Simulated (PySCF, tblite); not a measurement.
# C₉H₈OS: vibronic structure

Wanted: vibronic structure for C₉H₈OS (`COc1scc2ccccc12`).

Programs: tblite 0.8.0 and PySCF 2.14.0, with routines of our own; each step states its level. All values are computed. Atoms count from 0.

## (1) The system as given

19 atoms, charge 0, multiplicity 1; geometry from: force field or distance geometry start.

## (2) Relaxing the molecule with GFN2-xTB

What the job is given:

```
{"job": {"kind": "relax", "xc": "GFN2-xTB", "basis": "xTB"}, "charge": 0, "multiplicity": 1}
C      3.496800    -0.506400     0.263800
O      2.122700    -0.908300     0.244900
C      1.186500     0.028000     0.134400
S      1.480900     1.739400    -0.027700
C     -0.183200     2.132800    -0.109600
C     -0.969400     1.012700    -0.041500
C     -2.356600     1.061200    -0.096900
C     -2.918400    -0.226400     0.012900
C     -2.154100    -1.437000     0.151300
C     -0.752600    -1.468600     0.208300
C     -0.190400    -0.191500     0.101300
H      3.760800    -0.025000    -0.677400
H      3.694900     0.149800     1.128500
H      4.110000    -1.401300     0.369100
H     -0.487300     3.175600    -0.223700
H     -2.955600     1.955700    -0.187200
H     -4.010100    -0.316800    -0.018600
H     -2.700700    -2.383900     0.220200
H     -0.184100    -2.380900     0.317000
```

Launch:

```console
$ OMP_NUM_THREADS=1 python excited_run.py task.json out
```

The driver reads the jobs from task.json and runs them one after another.

Standard output:

```text
step      E/eV     max force
  0    -833.23252    3.511
  1    -833.45470    1.252
  2    -833.51816    0.773
  3    -833.59186    0.599
  4    -833.62115    0.493
  5    -833.63793    0.254
  6    -833.64078    0.158
  7    -833.64244    0.147
  8    -833.64425    0.126
  9    -833.64575    0.089
 10    -833.64673    0.083
 11    -833.64741    0.074
 12    -833.64795    0.062
 13    -833.64833    0.041
 14    -833.64857    0.042
 15    -833.64877    0.040
 16    -833.64903    0.059
 17    -833.64935    0.055
 18    -833.64963    0.039
 19    -833.64983    0.039
 20    -833.64998    0.038
 21    -833.65010    0.037
 22    -833.65022    0.026
 23    -833.65034    0.034
 24    -833.65049    0.040
 25    -833.65063    0.047
 26    -833.65073    0.029
 27    -833.65079    0.015
 28    -833.65083    0.018
 29    -833.65089    0.032
 30    -833.65095    0.033
 31    -833.65099    0.018
 32    -833.65102    0.011
 33    -833.65104    0.014
 34    -833.65107    0.021
 35    -833.65110    0.017
 36    -833.65112    0.008
```

It took 0.37 s on 1 thread of Arm Neoverse V1, shared host.

The steps of the relaxation: (not every step is listed)

```
step  energy from step 0 (eV)  largest force (eV/Å)
   0                   0.0000                3.5111
   1                  -0.2222                1.2525
   2                  -0.2856                0.7734
   3                  -0.3593                0.5989
   4                  -0.3886                0.4934
   5                  -0.4054                0.2544
   6                  -0.4083                0.1580
   7                  -0.4099                0.1473
   8                  -0.4117                0.1257
  10                  -0.4142                0.0831
  12                  -0.4154                0.0617
  14                  -0.4160                0.0417
  16                  -0.4165                0.0591
  18                  -0.4171                0.0391
  20                  -0.4175                0.0385
  22                  -0.4177                0.0264
  24                  -0.4180                0.0398
  26                  -0.4182                0.0294
  28                  -0.4183                0.0178
  30                  -0.4184                0.0327
  31                  -0.4185                0.0185
  32                  -0.4185                0.0110
  33                  -0.4185                0.0141
  34                  -0.4185                0.0206
  35                  -0.4186                0.0171
  36                  -0.4186                0.0085
```

Close pairs (by a distance rule), those that changed most:

| bond | before (Å) | after (Å) | change (Å) |
| --- | --- | --- | --- |
| C6–C7 | 1.409 | 1.359 | -0.051 |
| C8–C9 | 1.403 | 1.359 | -0.044 |
| C5–C6 | 1.389 | 1.419 | +0.030 |
| C0–O1 | 1.432 | 1.406 | -0.026 |
| C4–H14 | 1.092 | 1.070 | -0.022 |
| C7–C8 | 1.438 | 1.418 | -0.020 |
| O1–C2 | 1.329 | 1.346 | +0.017 |
| C2–S3 | 1.744 | 1.728 | -0.016 |

The final coordinates are the input of the step that follows.

## (3) Harmonic vibrations with GFN2-xTB

What the job is given:

```
{"job": {"kind": "ir", "xc": "GFN2-xTB", "basis": "xTB"}, "charge": 0, "multiplicity": 1}
C      3.475147    -0.475977     0.262082
O      2.139023    -0.913490     0.253086
C      1.194875     0.038105     0.130549
S      1.550725     1.722342    -0.015841
C     -0.113850     2.133260    -0.113073
C     -0.917735     1.024561    -0.036993
C     -2.334615     0.955921    -0.079602
C     -2.946318    -0.253492     0.013710
C     -2.202197    -1.452809     0.152863
C     -0.843998    -1.435595     0.197815
C     -0.167963    -0.195141     0.104310
H      3.725589     0.040121    -0.671133
H      3.660798     0.204492     1.100371
H      4.087369    -1.369123     0.366848
H     -0.393143     3.161133    -0.219413
H     -2.900436     1.869425    -0.185674
H     -4.024153    -0.317644    -0.016990
H     -2.736244    -2.388577     0.222936
H     -0.262677    -2.338261     0.303225
```

Standard output:

```text
mode    cm-1     km/mol
  1      72.5      4.51
  2     136.0      1.13
  3     165.7      1.82
  4     166.5      0.02
  5     198.3      0.45
  6     286.6      3.26
  7     300.1      0.01
  8     383.5      0.04
  9     443.9      2.96
 10     452.5      4.30
 11     455.5      2.65
 12     510.3      2.64
 13     539.5      9.72
 14     572.1      4.02
 15     644.0      9.30
 16     673.2     13.00
 17     690.5      0.01
 18     764.1     25.54
 19     842.6      5.09
 20     864.0      0.00
 21     884.0     12.45
 22     907.0      0.06
 23     919.3      0.01
 24     932.2      0.07
 25    1029.8     36.71
 26    1049.1      2.14
 27    1121.2      6.78
 28    1122.9      3.16
 29    1124.3     46.21
 30    1156.4      9.23
 31    1173.9      1.94
 32    1195.6     61.58
 33    1239.8     93.65
 34    1342.5     10.73
 35    1360.3     58.68
 36    1402.0      1.97
 37    1432.1     19.52
 38    1456.5     12.29
 39    1461.4     96.23
 40    1472.8     68.42
 41    1531.0      9.30
 42    1538.5     98.08
 43    1613.6     11.93
 44    2926.2     26.98
 45    2944.6     20.15
 46    3038.0     10.38
 47    3075.5      4.48
 48    3083.2     30.93
 49    3091.1     78.67
 50    3100.9     43.54
 51    3174.7      2.98
```

Run time: 1 s. Hardware: 1 thread of Arm Neoverse V1, shared host.

The strongest bands and the atoms that carry them (share of the mass-weighted mode):

```csv
cm⁻¹,km/mol,atoms
1124,46.2,"O1 19 %, H17 14 %, C0 13 %"
1196,61.6,"H18 27 %, H15 17 %, O1 12 %, C2 11 %"
1240,93.7,"C2 16 %, C10 15 %, H18 13 %, H15 12 %"
1360,58.7,"C5 25 %, C8 14 %, H18 12 %"
1461,96.2,"C5 14 %, C2 13 %, C10 12 %, C9 11 %"
1473,68.4,"H11 36 %, H12 36 %"
1538,98.1,"C10 31 %, C8 24 %, C2 24 %"
3091,78.7,"H16 34 %, H15 33 %, H18 15 %"
```

## (4) Vibronic structure: TDDFT PBE0/def2-SV(P)

Settings changed since step 3:

```diff
@@ -1,2 +1,2 @@
-{"job": {"kind": "ir", "xc": "GFN2-xTB", "basis": "xTB"}, "charge": 0, "multiplicity": 1}
+{"job": {"kind": "vib", "xc": "PBE0", "basis": "def2-SV(P)", "tda": false}, "charge": 0, "multiplicity": 1}
 C      3.475147    -0.475977     0.262082
```

Level: TDDFT PBE0/def2-SV(P) vertical-gradient vibronic structure (displaced harmonic oscillators, Condon), gas phase.

Standard output:

```text
final grid: 77896 points
cycle   1  E = -820.0002930170  dE =  2.231e+00  |g| = 5.763e-01  |ddm| = 5.624e+00
cycle   2  E = -819.9054931480  dE =  9.480e-02  |g| = 8.539e-01  |ddm| = 1.828e+00
cycle   3  E = -820.0771987399  dE = -1.717e-01  |g| = 1.023e-01  |ddm| = 1.179e+00
cycle   4  E = -820.0789394285  dE = -1.741e-03  |g| = 6.986e-02  |ddm| = 2.187e-01
cycle   5  E = -820.0801129432  dE = -1.174e-03  |g| = 2.264e-02  |ddm| = 1.088e-01
cycle   6  E = -820.0802431494  dE = -1.302e-04  |g| = 6.457e-03  |ddm| = 3.451e-02
cycle   7  E = -820.0802536057  dE = -1.046e-05  |g| = 2.116e-03  |ddm| = 9.326e-03
cycle   8  E = -820.0802547857  dE = -1.180e-06  |g| = 3.152e-04  |ddm| = 2.938e-03
cycle   9  E = -820.0802548069  dE = -2.113e-08  |g| = 1.731e-04  |ddm| = 5.566e-04
cycle  10  E = -820.0802548151  dE = -8.198e-09  |g| = 4.726e-05  |ddm| = 2.700e-04
cycle  11  E = -820.0802548156  dE = -5.032e-10  |g| = 1.921e-05  |ddm| = 8.526e-05
converged SCF energy = -820.0802548156

Singlet excitations (eV, f): 3.523 (0.0910)  4.852 (0.0242)  4.944 (0.0002)  5.443 (0.0221)  5.959 (0.0086)  6.211 (1.0345)

State S1  3.5225 eV  f = 0.09104  H->L 0.97
  relaxed dipole 3.666 D, largest gradient of the excitation energy 0.0622 Eh/bohr
  mode    cm-1        S   lambda/meV  Raman
   39   1461.4    0.4660      84.4   1.000
   11    455.5    1.4301      80.8   0.298
   37   1432.1    0.1330      23.6   0.274
   35   1360.3    0.1308      22.1   0.243
   42   1538.5    0.1125      21.5   0.268
   14    572.1    0.2662      18.9   0.088
   40   1472.8    0.0980      17.9   0.214
   41   1531.0    0.0734      13.9   0.173
   24    932.2    0.1042      12.0   0.091
   31   1173.9    0.0216       3.1   0.030
   34   1342.5    0.0184       3.1   0.033
   16    673.2    0.0359       3.0   0.016
  reorganisation energy 0.3188 eV, total S 3.098, 0-0 3.2037 eV
  absorption maximum 3.442 eV, width 0.448 eV

State S2  4.8516 eV  f = 0.02418  H-1->L 0.63, H->L+2 0.29
  relaxed dipole 2.420 D, largest gradient of the excitation energy 0.0437 Eh/bohr
  mode    cm-1        S   lambda/meV  Raman
   37   1432.1    0.3008      53.4   1.000
   39   1461.4    0.1391      25.2   0.482
   35   1360.3    0.1077      18.2   0.323
   16    673.2    0.1285      10.7   0.094
   26   1049.1    0.0659       8.6   0.118
   11    455.5    0.0833       4.7   0.028
   34   1342.5    0.0204       3.4   0.060
   40   1472.8    0.0158       2.9   0.056
   19    842.6    0.0268       2.8   0.031
   41   1531.0    0.0143       2.7   0.054
   24    932.2    0.0175       2.0   0.025
   21    884.0    0.0160       1.8   0.020
  reorganisation energy 0.1405 eV, total S 0.971, 0-0 4.7111 eV
  absorption maximum 4.711 eV, width 0.208 eV

State S6  6.2109 eV  f = 1.03450  H->L+2 0.43, H-1->L 0.33, H->L+3 0.11
  relaxed dipole 3.662 D, largest gradient of the excitation energy 0.0333 Eh/bohr
  mode    cm-1        S   lambda/meV  Raman
   39   1461.4    0.2219      40.2   1.000
   11    455.5    0.2905      16.4   0.127
   26   1049.1    0.0964      12.5   0.224
   37   1432.1    0.0599      10.6   0.259
   35   1360.3    0.0515       8.7   0.201
   16    673.2    0.0817       6.8   0.078
   40   1472.8    0.0360       6.6   0.165
   42   1538.5    0.0336       6.4   0.168
   24    932.2    0.0268       3.1   0.049
   21    884.0    0.0235       2.6   0.039
   25   1029.8    0.0173       2.2   0.039
    7    300.1    0.0402       1.5   0.008
  reorganisation energy 0.1274 eV, total S 1.099, 0-0 6.0834 eV
  absorption maximum 6.085 eV, width 0.206 eV

State T1  2.1157 eV  f = 0.00000  H->L 0.96
  relaxed dipole 1.875 D, largest gradient of the excitation energy 0.0670 Eh/bohr
  mode    cm-1        S   lambda/meV  Raman
   39   1461.4    0.6427     116.5   1.000
   11    455.5    1.3031      73.6   0.197
   37   1432.1    0.1909      33.9   0.285
   35   1360.3    0.1585      26.7   0.214
   40   1472.8    0.1273      23.3   0.201
   42   1538.5    0.1059      20.2   0.183
   24    932.2    0.1723      19.9   0.109
   41   1531.0    0.0464       8.8   0.079
   34   1342.5    0.0455       7.6   0.060
   13    539.5    0.0985       6.6   0.021
   31   1173.9    0.0332       4.8   0.033
   27   1121.2    0.0299       4.2   0.027
  reorganisation energy 0.3704 eV, total S 3.281, 0-0 1.7452 eV
  absorption maximum 1.983 eV, width 0.556 eV
```

Wall time 91 s (1 thread of Arm Neoverse V1, shared host); peak memory 1.1 GiB.

Orbitals, density, ELF and potential are computed afterwards from the orbital file.

Frontier orbitals at PBE0/def2-SV(P), with the share of their density that lies nearest to each atom:

```
orbital  energy (eV)                                                      lies on
   HOMO        -5.30                                     C4 24 %; C2 17 %; O1 9 %
   LUMO        -1.18  C2, C6, C9 about 13 % each; S3 15 %; C4, C7 about 10 % each
```

ELF in a plane through or near 17 of the atoms.

Ten even steps from '0' (0.00) to '9' (1.00):
```
0000000000000000000000000000
0000000000000000000000000000
0000000000000010000000000000
0000000000000499700000000000
0000000045410799900000000000
0000000379854688501898000000
0000000389237385306999200000
0000000066235577566998000000
0000001003784045289140000000
0000036611534578556854760000
0000354376827266115329995000
0005999476621486557958993000
0007999258820468536420110000
0001996015501997558981000000
0000010000005998149997000000
0000000000003993018994000000
0000000000000000000000000000
0000000000000000000000000000
0000000000000000000000000000
0000000000000000000000000000
```
The map spans 13.5 Å across and 11.5 Å up, centred on the molecule. Atoms in the plane (x, y in Å): C0 (-3.5, -0.4), O1 (-2.2, -0.9), C2 (-1.2, 0.1), S3 (-1.5, 1.8), C4 (0.2, 2.1), C5 (1.0, 1.0), C6 (2.4, 0.9), C7 (2.9, -0.3), C8 (2.2, -1.5), C9 (0.8, -1.5), C10 (0.2, -0.2), H13 (-4.1, -1.3), H14 (0.5, 3.2), H15 (3.0, 1.8), H16 (4.0, -0.4), H17 (2.7, -2.5), H18 (0.2, -2.4).

log10 of the density (e/Å³) in the same plane.

Ten even steps from '0' (-4.0) to '9' (1.9):
```
0000000000000000000000000000
0000000000000000000000000000
0000000000001222200000000000
0000000012222444321000000000
0000001234444566532222100000
0000002345666676534443210000
0000012456777796555664310000
0000223456886677666765320000
0001345555676569879765321000
0012456655687677667765542100
0023568877777796556877653100
0023567679765677667766543100
0023566566654569779754432000
0012444344444676667754210000
0001222222224565556654210000
0000000000013444344443100000
0000000000001121112221000000
0000000000000000000000000000
0000000000000000000000000000
0000000000000000000000000000
```
The map spans 13.5 Å across and 11.5 Å up, centred on the molecule. Atoms in the plane (x, y in Å): C0 (-3.5, -0.4), O1 (-2.2, -0.9), C2 (-1.2, 0.1), S3 (-1.5, 1.8), C4 (0.2, 2.1), C5 (1.0, 1.0), C6 (2.4, 0.9), C7 (2.9, -0.3), C8 (2.2, -1.5), C9 (0.8, -1.5), C10 (0.2, -0.2), H13 (-4.1, -1.3), H14 (0.5, 3.2), H15 (3.0, 1.8), H16 (4.0, -0.4), H17 (2.7, -2.5), H18 (0.2, -2.4).

On the surface of density 0.002 e/bohr³ the electrostatic potential runs, from the 1st to the 99th percentile, from -0.88 V near C8 to 1.02 V near H13.

## (5) Vibronic structure: TDA OLYP/def2-SV(P)

Settings changed since step 4:

```diff
@@ -1,2 +1,2 @@
-{"job": {"kind": "vib", "xc": "PBE0", "basis": "def2-SV(P)", "tda": false}, "charge": 0, "multiplicity": 1}
+{"job": {"kind": "vib", "xc": "OLYP", "basis": "def2-SV(P)", "tda": true, "temperature": 10, "fwhm_ev": 0.08, "nbright": 1}, "charge": 0, "multiplicity": 1}
 C      3.475147    -0.475977     0.262082
```

With the program's defaults for keys left out, this is: TDA OLYP/def2-SV(P) vertical-gradient vibronic structure (displaced harmonic oscillators, Condon), gas phase.

Standard output:

```text
final grid: 77896 points
cycle   1  E = -820.4361946084  dE =  1.796e+00  |g| = 7.248e-01  |ddm| = 5.906e+00
cycle   2  E = -820.0421507819  dE =  3.940e-01  |g| = 1.417e+00  |ddm| = 3.000e+00
cycle   3  E = -820.5559761662  dE = -5.138e-01  |g| = 2.262e-01  |ddm| = 2.320e+00
cycle   4  E = -820.5672233224  dE = -1.125e-02  |g| = 1.345e-01  |ddm| = 4.954e-01
cycle   5  E = -820.5707979530  dE = -3.575e-03  |g| = 7.787e-02  |ddm| = 2.654e-01
cycle   6  E = -820.5723660223  dE = -1.568e-03  |g| = 2.779e-02  |ddm| = 1.267e-01
cycle   7  E = -820.5725828166  dE = -2.168e-04  |g| = 7.227e-03  |ddm| = 4.188e-02
cycle   8  E = -820.5725962901  dE = -1.347e-05  |g| = 2.209e-03  |ddm| = 1.152e-02
cycle   9  E = -820.5725976082  dE = -1.318e-06  |g| = 5.219e-04  |ddm| = 3.483e-03
cycle  10  E = -820.5725976653  dE = -5.712e-08  |g| = 2.240e-04  |ddm| = 8.211e-04
cycle  11  E = -820.5725976755  dE = -1.017e-08  |g| = 1.126e-04  |ddm| = 4.422e-04
cycle  12  E = -820.5725976792  dE = -3.775e-09  |g| = 2.134e-05  |ddm| = 1.903e-04
cycle  13  E = -820.5725976793  dE = -9.504e-11  |g| = 9.381e-06  |ddm| = 3.278e-05
converged SCF energy = -820.5725976793

Singlet excitations (eV, f): 3.487 (0.0979)  4.479 (0.0003)  4.509 (0.0095)  4.827 (0.0283)  5.483 (0.0067)  5.642 (0.0002)

State S1  3.4868 eV  f = 0.09795  H->L 0.87
  relaxed dipole 4.853 D, largest gradient of the excitation energy 0.0477 Eh/bohr
  mode    cm-1        S   lambda/meV  Raman
   11    455.5    1.0506      59.3   0.377
   39   1461.4    0.2710      49.1   1.000
   14    572.1    0.4171      29.6   0.236
   42   1538.5    0.1233      23.5   0.504
   40   1472.8    0.0696      12.7   0.261
   41   1531.0    0.0492       9.3   0.199
   16    673.2    0.0725       6.0   0.057
    9    443.9    0.0780       4.3   0.027
   24    932.2    0.0346       4.0   0.052
   35   1360.3    0.0225       3.8   0.072
   31   1173.9    0.0260       3.8   0.062
   43   1613.6    0.0124       2.5   0.056
  reorganisation energy 0.2186 eV, total S 2.363, 0-0 3.2682 eV
  absorption maximum 3.346 eV, width 0.388 eV

State S4  4.8272 eV  f = 0.02826  H-2->L 0.54, H->L+3 0.33
  relaxed dipole 1.094 D, largest gradient of the excitation energy 0.0497 Eh/bohr
  mode    cm-1        S   lambda/meV  Raman
   11    455.5    0.9486      53.6   0.314
   39   1461.4    0.2936      53.2   1.000
   42   1538.5    0.1405      26.8   0.530
   13    539.5    0.2514      16.8   0.117
   41   1531.0    0.0857      16.3   0.320
   40   1472.8    0.0534       9.7   0.185
   31   1173.9    0.0654       9.5   0.144
   14    572.1    0.0892       6.3   0.047
    7    300.1    0.1221       4.5   0.018
   33   1239.8    0.0249       3.8   0.061
   16    673.2    0.0312       2.6   0.023
   29   1124.3    0.0172       2.4   0.035
  reorganisation energy 0.2196 eV, total S 2.327, 0-0 4.6076 eV
  absorption maximum 4.674 eV, width 0.392 eV

State T1  2.1343 eV  f = 0.00000  H->L 0.99
  relaxed dipole 2.363 D, largest gradient of the excitation energy 0.0587 Eh/bohr
  mode    cm-1        S   lambda/meV  Raman
   39   1461.4    0.4546      82.4   1.000
   11    455.5    1.2187      68.8   0.260
   37   1432.1    0.1275      22.6   0.269
   35   1360.3    0.1075      18.1   0.205
   42   1538.5    0.0945      18.0   0.230
   40   1472.8    0.0948      17.3   0.212
   24    932.2    0.1314      15.2   0.118
   41   1531.0    0.0395       7.5   0.095
   14    572.1    0.0887       6.3   0.030
   34   1342.5    0.0307       5.1   0.057
   31   1173.9    0.0270       3.9   0.038
   13    539.5    0.0556       3.7   0.017
  reorganisation energy 0.2888 eV, total S 2.733, 0-0 1.8455 eV
  absorption maximum 2.074 eV, width 0.474 eV
```

Run time: 56 s. Hardware: 1 thread of Arm Neoverse V1, shared host; peak memory 0.9 GiB.

## (6) What came out

| quantity | value |
| --- | --- |
| strongest single infrared mode (GFN2-xTB) | 1538 cm⁻¹, 98 km/mol |
| zero-point energy (GFN2-xTB) | 88.7 kcal/mol |
| S1: vertical, reorganisation, 0-0, total S (step 4, TDDFT PBE0/def2-SV(P), modes from GFN2-xTB) | 3.52, 0.32, 3.20 eV; 3.1 |
| S2: vertical, reorganisation, 0-0, total S (step 4, TDDFT PBE0/def2-SV(P), modes from GFN2-xTB) | 4.85, 0.14, 4.71 eV; 1.0 |
| S6: vertical, reorganisation, 0-0, total S (step 4, TDDFT PBE0/def2-SV(P), modes from GFN2-xTB) | 6.21, 0.13, 6.08 eV; 1.1 |
| surface potential, 1st and 99th percentile | -0.88 V and 1.02 V |
| S1: vertical, reorganisation, 0-0, total S (step 5, TDA OLYP/def2-SV(P), modes from GFN2-xTB) | 3.49, 0.22, 3.27 eV; 2.4 |
| S4: vertical, reorganisation, 0-0, total S (step 5, TDA OLYP/def2-SV(P), modes from GFN2-xTB) | 4.83, 0.22, 4.61 eV; 2.3 |
| T1: vertical, reorganisation, 0-0, total S (step 5, TDA OLYP/def2-SV(P), modes from GFN2-xTB) | 2.13, 0.29, 1.85 eV; 2.7 |

In words: All 51 modes are real, so the xTB geometry is a minimum. The strongest single mode, at 1538 cm⁻¹, has its largest shares on C10, C8 and C2 (the list is cut at 3 atoms). GFN2-xTB is a fitted tight-binding method: band positions and strengths are rough. Its intensities can rank the bands wrongly. The vibronic model keeps the ground-state modes (from xTB) and shifts them along the gradient alone, so it can miss much of the relaxation that a full optimisation finds. By nearest atom (PBE0/def2-SV(P)), the HOMO sits on C4 24 %; C2 17 % and the LUMO on C2, C6, C9 about 13 % each; S3 15 %.
